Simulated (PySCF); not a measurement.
# C2H10Si2: the cost of one run

Computed with PySCF 2.14.0, with density-fitted response routines of our own, on a single molecule in the gas phase. Atoms are numbered from 0 throughout.

## (1) The starting structure

14 atoms, charge 0, multiplicity 1; geometry from: GFN2-xTB. The atoms were then displaced at random by about 0.01 Å, so the start is not that level's minimum.

Bonds of the start (Å): C0–Si1 1.87, Si1–C2 1.89, C2–Si3 1.92, C0–H4 1.11, C0–H5 1.10, C0–H6 1.08, Si1–H7 1.47, Si1–H8 1.46, C2–H9 1.11, C2–H10 1.09, Si3–H11 1.47, Si3–H12 1.50, Si3–H13 1.42.

## (2) Optimising the geometry at PBE0-D3(BJ)/def2-SVP

The job: settings as JSON, then the geometry in Å.

```
{"job": {"xc": "PBE0", "basis": "def2-SVP", "d3": "d3bj", "grid": 1, "shake": 0.01, "kind": "geom"}, "charge": 0, "multiplicity": 1}
C     -1.867270     0.301000    -0.235270
Si    -0.895130    -0.326400     1.235130
C      0.898480     0.255900     1.103470
Si     1.881120    -0.216240    -0.477620
H     -1.873790     1.405100    -0.298440
H     -2.930810     0.023700    -0.177380
H     -1.479860    -0.052220    -1.177110
H     -1.462740     0.190220     2.483140
H     -0.940360    -1.785330     1.278550
H      1.461600    -0.145280     1.977010
H      0.942920     1.340290     1.231080
H      1.729040    -1.656750    -0.712040
H      1.276880     0.528970    -1.628290
H      3.252740     0.121970    -0.329960
```

Command:

```sh
OMP_NUM_THREADS=1 python probes_run.py task.json out
```

The driver reads the jobs from task.json and runs them one after another.

**Question.** How long does this first job take on 1 thread of Arm Neoverse V2, shared host, and how much memory does it need?

About 20 s, with a peak of 0.47 GiB.
